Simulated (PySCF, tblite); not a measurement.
# C4H6Cl2O: magnetic properties

What do calculations give for the magnetic properties of C4H6Cl2O (`CC(=O)CC(Cl)Cl`)?

Programs: tblite 0.8.0 and PySCF 2.14.0, with routines of our own; each step states its level. All values are computed. Atoms count from 0.

## (1) The starting structure

13 atoms, charge 0, multiplicity 1; geometry from: force field or distance geometry start.

## (2) Optimising the geometry with GFN2-xTB, one coordinate held

The job: settings as JSON, then the geometry in Å.

```
{"job": {"kind": "relax", "xc": "GFN2-xTB", "basis": "xTB"}, "charge": 0, "multiplicity": 1}
C     -1.905100     0.505700    -0.079300
C     -0.751900    -0.200500    -0.717200
O     -0.900100    -1.206400    -1.405300
C      0.618300     0.407700    -0.503700
C      1.678700    -0.686200    -0.409500
Cl     1.196700    -2.108300    -1.391400
Cl     1.877900    -1.199300     1.279500
H     -1.980400     1.524500    -0.481700
H     -1.774200     0.543000     1.006600
H     -2.842800    -0.032900    -0.294100
H      0.608500     1.005500     0.416000
H      0.795900     1.070400    -1.339700
H      2.653200    -0.347500    -0.761700
```

On the command line:

```sh
OMP_NUM_THREADS=1 python excited_run.py task.json out
```

One launch serves the whole session: the jobs run in the order shown.

Standard output:

```text
step      E/eV     max force
  0    -673.50902    3.312
  1    -673.65477    3.087
  2    -673.81924    1.168
  3    -673.90527    0.508
  4    -673.93695    0.454
  5    -673.96071    0.305
  6    -673.97733    0.302
  7    -673.99178    0.304
  8    -674.00450    0.264
  9    -674.01394    0.224
 10    -674.01931    0.162
 11    -674.02244    0.170
 12    -674.02541    0.180
 13    -674.02859    0.176
 14    -674.03143    0.194
 15    -674.03376    0.235
 16    -674.03569    0.262
 17    -674.03728    0.274
 18    -674.03833    0.270
 19    -674.03899    0.260
 20    -674.03953    0.254
 21    -674.03998    0.256
 22    -674.04030    0.270
 23    -674.04056    0.291
 24    -674.04086    0.316
 25    -674.04120    0.341
 26    -674.04150    0.354
 27    -674.04176    0.352
 28    -674.04203    0.341
 29    -674.04244    0.324
 30    -674.04302    0.306
 31    -674.04369    0.294
 32    -674.04427    0.295
 33    -674.04478    0.309
 34    -674.04535    0.329
 35    -674.04612    0.351
 36    -674.04727    0.362
 37    -674.04891    0.351
 38    -674.05112    0.314
 39    -674.05371    0.264
 40    -674.05655    0.235
 41    -674.05974    0.172
 42    -674.05971    0.340
 43    -674.06358    0.208
 44    -674.06524    0.157
 45    -674.06847    0.164
 46    -674.07137    0.206
 47    -674.07435    0.237
 48    -674.07717    0.223
 49    -674.07882    0.195
 50    -674.07956    0.180
 51    -674.08151    0.184
 52    -674.08385    0.245
 53    -674.08759    0.288
 54    -674.08981    0.296
 55    -674.09255    0.333
 56    -674.09618    0.349
 57    -674.09961    0.391
 58    -674.10117    0.454
 59    -674.10479    0.427
 60    -674.10889    0.474
 61    -674.11439    0.553
 62    -674.12192    0.669
 63    -674.10781    0.833
 64    -674.12861    0.585
 65    -674.13297    0.582
 66    -674.14637    0.623
 67    -674.15415    0.323
 68    -674.15855    0.226
 69    -674.16139    0.262
 70    -674.16356    0.229
 71    -674.16831    0.207
 72    -674.17039    0.269
 73    -674.17278    0.213
 74    -674.17488    0.202
 75    -674.17642    0.189
 76    -674.17750    0.160
 77    -674.17850    0.152
 78    -674.17882    0.157
 79    -674.17899    0.184
 80    -674.17916    0.197
 81    -674.17939    0.200
 82    -674.17969    0.213
 83    -674.17982    0.199
 84    -674.17990    0.192
 85    -674.17993    0.178
 86    -674.17996    0.174
 87    -674.17998    0.172
```

Run time: 0.68 s. Hardware: 1 thread of Arm Neoverse V2, shared host; peak memory 0.18 GiB.

One coordinate is held by a constraint (a dihedral, as typed in the start), so the force along it need not vanish.

The steps of the relaxation: (not every step is listed)

| step | energy from step 0 (eV) | largest force (eV/Å) |
| --- | --- | --- |
| 0 | 0.0000 | 3.3116 |
| 1 | -0.1458 | 3.0872 |
| 2 | -0.3102 | 1.1683 |
| 3 | -0.3963 | 0.5078 |
| 4 | -0.4279 | 0.4542 |
| 5 | -0.4517 | 0.3054 |
| 6 | -0.4683 | 0.3019 |
| 7 | -0.4828 | 0.3039 |
| 8 | -0.4955 | 0.2643 |
| 15 | -0.5247 | 0.2347 |
| 22 | -0.5313 | 0.2700 |
| 29 | -0.5334 | 0.3242 |
| 36 | -0.5383 | 0.3624 |
| 43 | -0.5546 | 0.2077 |
| 50 | -0.5705 | 0.1804 |
| 57 | -0.5906 | 0.3906 |
| 64 | -0.6196 | 0.5851 |
| 71 | -0.6593 | 0.2073 |
| 78 | -0.6698 | 0.1570 |
| 82 | -0.6707 | 0.2130 |
| 83 | -0.6708 | 0.1987 |
| 84 | -0.6709 | 0.1922 |
| 85 | -0.6709 | 0.1780 |
| 86 | -0.6709 | 0.1741 |
| 87 | -0.6710 | 0.1717 |

Distances of close pairs at the start and the end, largest changes first:

| bond | before (Å) | after (Å) | change (Å) |
| --- | --- | --- | --- |
| C1–O2 | 1.228 | 1.200 | -0.027 |
| C1–C3 | 1.514 | 1.533 | +0.019 |
| C0–H9 | 1.103 | 1.087 | -0.016 |
| C3–H11 | 1.081 | 1.093 | +0.011 |
| C0–H7 | 1.098 | 1.087 | -0.011 |
| C4–Cl5 | 1.794 | 1.783 | -0.011 |
| C4–Cl6 | 1.776 | 1.783 | +0.007 |
| C3–H10 | 1.097 | 1.091 | -0.006 |

The final coordinates are the input of the step that follows.

## (3) Magnetic properties: GIAO BHandHLYP/pcSseg-1

The job: settings as JSON, then the geometry in Å.

```
{"job": {"kind": "mag", "xc": "BHandHLYP", "basis": "pcSseg-1", "isotopologues": 0}, "charge": 0, "multiplicity": 1}
C     -1.641082     0.066963     0.131331
C     -0.841731     0.137633    -1.135497
O     -1.303428    -0.034174    -2.230039
C      0.642105     0.480086    -0.956028
C      1.420910    -0.548883    -0.147541
Cl     0.805100    -2.200848    -0.416578
Cl     1.399642    -0.171240     1.595295
H     -1.403757     0.901541     0.785377
H     -1.392161    -0.851557     0.660004
H     -2.703131     0.057475    -0.099746
H      0.729823     1.456471    -0.477353
H      1.080191     0.538247    -1.955630
H      2.474827    -0.561054    -0.434573
```

With the program's defaults for keys left out, this is: GIAO BHandHLYP/pcSseg-1 magnetisability, rotational g tensor and spin-rotation constants, non-relativistic, gas phase.

Standard output:

```text
coarse grid: 12400 points
cycle   1  E = -1151.2263444136  dE =  1.107e+00  |g| = 8.876e-01  |ddm| = 3.173e+00
cycle   2  E = -1151.0170625917  dE =  2.093e-01  |g| = 1.416e+00  |ddm| = 2.041e+00
cycle   3  E = -1151.4033674127  dE = -3.863e-01  |g| = 9.342e-02  |ddm| = 1.385e+00
cycle   4  E = -1151.4047994349  dE = -1.432e-03  |g| = 6.317e-02  |ddm| = 1.188e-01
cycle   5  E = -1151.4056414021  dE = -8.420e-04  |g| = 1.319e-02  |ddm| = 5.928e-02
cycle   6  E = -1151.4056859805  dE = -4.458e-05  |g| = 4.470e-03  |ddm| = 1.647e-02
cycle   7  E = -1151.4056912326  dE = -5.252e-06  |g| = 1.053e-03  |ddm| = 7.057e-03
final grid: 111768 points
cycle   8  E = -1151.4423449281  dE = -1.535e-05  |g| = 3.615e-03  |ddm| = 1.529e-02
cycle   9  E = -1151.4423437617  dE =  1.166e-06  |g| = 4.502e-03  |ddm| = 6.006e-03
cycle  10  E = -1151.4423479402  dE = -4.179e-06  |g| = 6.309e-04  |ddm| = 3.659e-03
cycle  11  E = -1151.4423480149  dE = -7.460e-08  |g| = 1.563e-04  |ddm| = 5.669e-04
cycle  12  E = -1151.4423480195  dE = -4.616e-09  |g| = 6.095e-05  |ddm| = 2.076e-04
cycle  13  E = -1151.4423480205  dE = -9.973e-10  |g| = 1.671e-05  |ddm| = 6.826e-05
converged SCF energy = -1151.4423480205

Magnetisability tensor (1e-30 J/T^2)
    -1176.22       11.53       46.96
       11.53    -1408.05       -0.96
       46.96       -0.96    -1228.63
isotropic -1270.97   principal values   -1408.68  -1255.91  -1148.31
isotropic susceptibility -76.539 1e-6 cm^3/mol

Inertial axes            a          b          c
rot. const./GHz      2.3823     1.3382     1.0812
chi total           -70.205    -82.735    -76.678
chi diamagnetic    -590.228   -950.342  -1122.431
chi paramagnetic    520.023    867.607   1045.752
quadrupole/D A      -13.826      4.223      9.604
g nuclear            0.5547     0.5313     0.5151
g electronic        -0.5820    -0.5454    -0.5312
g total             -0.0273    -0.0141    -0.0161

Spin-rotation constants (kHz, H = +C I.J)
atom  isotope        aa         bb         cc
  5   35Cl        0.796      0.238      0.295
  6   35Cl        0.711      0.281      0.379
  7     1H       -0.222      0.012     -0.113
  8     1H       -0.136     -0.098     -0.053
  9     1H       -0.043     -0.154     -0.059
 10     1H       -0.249      0.036     -0.119
 11     1H       -0.236     -0.118      0.006
 12     1H       -0.128     -0.108      0.001
  0    13C*       0.441      0.220      0.153
  1    13C*       1.131      0.391      0.558
  2    17O*      -2.313     -0.406     -0.665
  3    13C*       0.476      0.275      0.224
  4    13C*       0.590      0.293      0.248
* in the singly substituted isotopologue
```

Run time: 27 s. Hardware: 1 thread of Arm Neoverse V2, shared host; peak memory 0.74 GiB.

In short:

| quantity | value |
| --- | --- |
| magnetisability | -1271·10⁻³⁰ J/T² |
| molar susceptibility | -76.5·10⁻⁶ cm³/mol |
| rotational g (a, b, c) | -0.0273, -0.0141, -0.0161 |

The fields below are evaluated on a grid from the run's orbitals.

Frontier orbitals at BHandHLYP/pcSseg-1, with the share of their density that lies nearest to each atom:

| orbital | energy (eV) | lies on |
| --- | --- | --- |
| HOMO | -9.11 | O2 59 %; C0, C3 about 10 % each; C1 8 % |
| LUMO | 0.48 | C1 33 %; O2 23 %; C4 7 % |

ELF in a plane through or near 6 of the atoms.

Values, 10 rows by 14 columns:
```
0.00 0.00 0.00 0.00 0.00 0.00 0.00 0.00 0.00 0.00 0.00 0.00 0.00 0.00
0.00 0.00 0.00 0.02 0.23 0.31 0.19 0.02 0.00 0.00 0.00 0.00 0.00 0.00
0.00 0.00 0.01 0.47 0.85 0.91 0.84 0.28 0.01 0.03 0.01 0.00 0.00 0.00
0.00 0.00 0.01 0.19 0.70 0.61 0.75 0.07 0.62 0.48 0.07 0.03 0.00 0.00
0.00 0.00 0.20 0.86 0.76 0.36 0.31 0.02 0.56 0.16 0.94 0.96 0.05 0.00
0.00 0.00 0.73 1.00 0.94 0.90 0.70 0.68 0.92 0.66 0.97 0.98 0.05 0.00
0.00 0.00 0.00 0.02 0.04 0.94 0.74 0.67 0.63 0.35 0.02 0.01 0.00 0.00
0.00 0.00 0.00 0.00 0.54 1.00 0.82 0.07 0.66 0.56 0.22 0.00 0.00 0.00
0.00 0.00 0.00 0.00 0.00 0.24 0.02 0.05 0.31 0.14 0.01 0.00 0.00 0.00
0.00 0.00 0.00 0.00 0.00 0.00 0.00 0.00 0.00 0.00 0.00 0.00 0.00 0.00
```
The map spans 10.5 Å across and 9.0 Å up, centred on the molecule. Atoms in the plane (x, y in Å): C0 (1.6, 0.4), C1 (0.8, -0.8), C4 (-1.5, 0.4), H9 (2.6, 0.2), H11 (-1.1, -1.7), H12 (-2.6, 0.1).

On the surface of density 0.002 e/bohr³ the electrostatic potential runs, from the 1st to the 99th percentile, from -1.65 V near O2 to 1.58 V near H12.

## (4) Results

| quantity | value |
| --- | --- |
| magnetisability (step 3, GIAO BHandHLYP/pcSseg-1) | -1271·10⁻³⁰ J/T² |
| molar susceptibility (step 3, GIAO BHandHLYP/pcSseg-1) | -76.5·10⁻⁶ cm³/mol |
| rotational g (a, b, c) (step 3, GIAO BHandHLYP/pcSseg-1) | -0.0273, -0.0141, -0.0161 |
| surface potential, 1st and 99th percentile | -1.65 V and 1.58 V |

The values above hold for this geometry and these levels alone. Vibrational averaging and real surroundings are missing from these values.
